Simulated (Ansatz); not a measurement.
## ZrTi, space group P-6m2: a comparison of norm-conserving and PAW potentials

Computed with the Python package of Ansatz (0.2.0).

`zrti.py`:
```python
'''Two kinds of potentials on ZrTi.'''

import ansatz
import numpy as np
from tabulate import tabulate

FUNCTIONAL = 'PBEsol'
MESH = (11, 11, 6)
FILLING = 'Marzari-Vanderbilt'


def count_gap(report):
    # lowest empty less highest filled band, counting bands; zero where they overlap
    return max(report.get('gap_by_band_count_ev') or 0.0, 0.0)

structure = (
    ansatz.Lattice.from_parameters(3.10899, 3.10899, 4.92047, alpha=90, beta=90, gamma=120)
    .space_group(187)
    .atom('Zr', (0.0, 0.0, 0.0))
    .atom('Ti', (1 / 3, 2 / 3, 0.5))
)

base = (
    structure.calculation()
    .functional(FUNCTIONAL)
    .kpoints(*MESH)
    .occupations(FILLING)
    .stress()
    .forces()
    .band_table()
)
variants = {
    'PAW': base.pseudopotentials('paw'),
    'norm-conserving': base.pseudopotentials('nc'),
}
# totals differ by the cores that each treatment holds, so compare what does not depend on them
rows = []
for label, variant in variants.items():
    r = variant.run().report
    levels = np.array(r['eigenvalues_ev'][0]) - r['fermi_energy_ev']
    print(label, 'levels at the first k-point near E_F:', np.round(levels[np.abs(levels) < 5], 3))
    rows.append((label, r['n_electrons'], np.trace(r['stress_gpa']) / 3, count_gap(r)))
print(tabulate(rows, headers=['treatment', 'electrons in bands', 'P GPa', 'gap by band count eV'], floatfmt='.4f', tablefmt='github'))
```

Running `python zrti.py` prints:
```text
DeckWarning: basis.ecutwfc = 420 eV, auto-derived from the records' recommended cutoffs: set by Zr (normal level)
PAW levels at the first k-point near E_F: [-2.83   0.747  0.747  0.91   1.053  1.484  1.484]
DeckWarning: basis.ecutwfc = 1142.878222 eV, auto-derived from the records' recommended cutoffs: set by Ti (normal level)
norm-conserving levels at the first k-point near E_F: [-2.832  0.749  0.749  0.912  1.048  1.485  1.485]
| treatment       |   electrons in bands |   P GPa |   gap by band count eV |
|-----------------|----------------------|---------|------------------------|
| PAW             |              24.0000 | -4.4268 |                 0.0000 |
| norm-conserving |              24.0000 | -4.3408 |                 0.0000 |
```
(Warnings from the package without file and line.)

PAW gives -4.427 GPa and norm-conserving -4.341 GPa, 0.09 GPa apart. They took 2.3 and 7.0 s of processor time.

Reading the output:
- No spin polarisation was allowed.
- The computed bands are complete only to about 0.7 eV above the Fermi level.
- The mesh is modest for a metal, so energies can be off by several to tens of meV an atom and pressures by half a GPa or more; differences at equal mesh fare better.
- A gap by band count of zero or less means overlapping bands, a metal.
- This cell is a computed structure, which may not be the phase found in nature.
- Levels are Kohn-Sham eigenvalues on this mesh, without spin-orbit coupling.
- Stress is positive in compression.
- Finished in 9.9 s on 1 thread of Intel(R) Xeon(R) Processor @ 2.30GHz, with other jobs on the host, peak memory 0.68 GiB.
